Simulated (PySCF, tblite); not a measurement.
# C₇H₈N₂Si: geometry, infrared bands and NMR shifts

What infrared bands and NMR shifts should C₇H₈N₂Si (`N#Cc1ccccc1[SiH2]N`) show?

Computed with tblite 0.8.0 and PySCF 2.14.0, with density-fitted response routines of our own, on a single molecule in the gas phase. Atoms are numbered from 0 throughout.

## 1. Starting geometry

18 atoms, charge 0, multiplicity 1; geometry from: force field or distance geometry start.

Bonds of the start (Å): N0–C1 1.15, C1–C2 1.45, C2–C3 1.40, C3–C4 1.40, C4–C5 1.39, C5–C6 1.39, C6–C7 1.41, C7–Si8 1.88, Si8–N9 1.70, C7–C2 1.41, C3–H10 1.08, C4–H11 1.08, C5–H12 1.09, C6–H13 1.09, Si8–H14 1.47, Si8–H15 1.49, N9–H16 1.01, N9–H17 1.01.

## 2. Geometry optimisation with GFN2-xTB

Job settings and geometry (Å):

```
{"job": {"kind": "relax", "xc": "GFN2-xTB", "basis": "xTB"}, "charge": 0, "multiplicity": 1}
N     -1.269600     2.973200     0.448200
C     -0.532900     2.098800     0.353700
C      0.389000     0.979700     0.253700
C      1.755400     1.272500     0.232100
C      2.689600     0.235800     0.131700
C      2.254200    -1.080400     0.011500
C      0.894100    -1.370900     0.019100
C     -0.067300    -0.347700     0.148100
Si    -1.886400    -0.827600     0.160200
N     -2.668800    -0.170800    -1.197100
H      2.105000     2.290800     0.319000
H      3.750100     0.462100     0.116900
H      2.980900    -1.881900    -0.071900
H      0.597600    -2.419200    -0.073400
H     -2.068200    -2.282400     0.101100
H     -2.578000    -0.270000     1.355800
H     -3.626400    -0.492500    -1.219300
H     -2.727300     0.836900    -1.101200
```

Launch:

```bash
$ OMP_NUM_THREADS=1 python probes_run.py task.json out
```

This one command runs all jobs of the session in turn.

**Question.** This job is followed by: GFN2-xTB harmonic vibrations, gas phase; GIAO PBE0/pcSseg-1 NMR shielding, non-relativistic, gas phase. What will the session give for the following? strongest single infrared mode (GFN2-xTB); zero-point energy (GFN2-xTB); 13C shifts against TMS (PBE0/pcSseg-1); 1H shifts against TMS (PBE0/pcSseg-1, means over atoms taken as alike); 15N shifts against NH3 (PBE0/pcSseg-1); 29Si shifts against TMS (PBE0/pcSseg-1).

**Answer**, as computed:

```
                                                              quantity                                                value
                             strongest single infrared mode (GFN2-xTB)                                2181 cm⁻¹, 361 km/mol
                                          zero-point energy (GFN2-xTB)                                        80.4 kcal/mol
                                13C shifts against TMS (PBE0/pcSseg-1)  149.2, 140.5, 140.0, 137.1, 135.0, 126.9, 120.8 ppm
1H shifts against TMS (PBE0/pcSseg-1, means over atoms taken as alike)               8.09, 7.94, 7.82, 7.78, 5.43, 0.88 ppm
                                15N shifts against NH3 (PBE0/pcSseg-1)                                       318.1, 7.7 ppm
                               29Si shifts against TMS (PBE0/pcSseg-1)                                            -33.8 ppm
```

Over 95 steps the energy fell by 0.258 eV; of the close pairs, C1–C2 changed most, 1.453 to 1.412 Å. No mode is imaginary among the 48: a minimum at this level. The strongest single mode, at 2181 cm⁻¹, moves mainly H15. Unscaled tight-binding wavenumbers are off by several per cent, some by more. Its intensities can rank the bands wrongly. At PBE0/pcSseg-1: Shielding is most anisotropic at N0 (span 427 ppm, paramagnetic term -393 ppm). NICS(1)zz of -28 ppm above the planar ring from C2 marks a diatropic (aromatic) ring current.
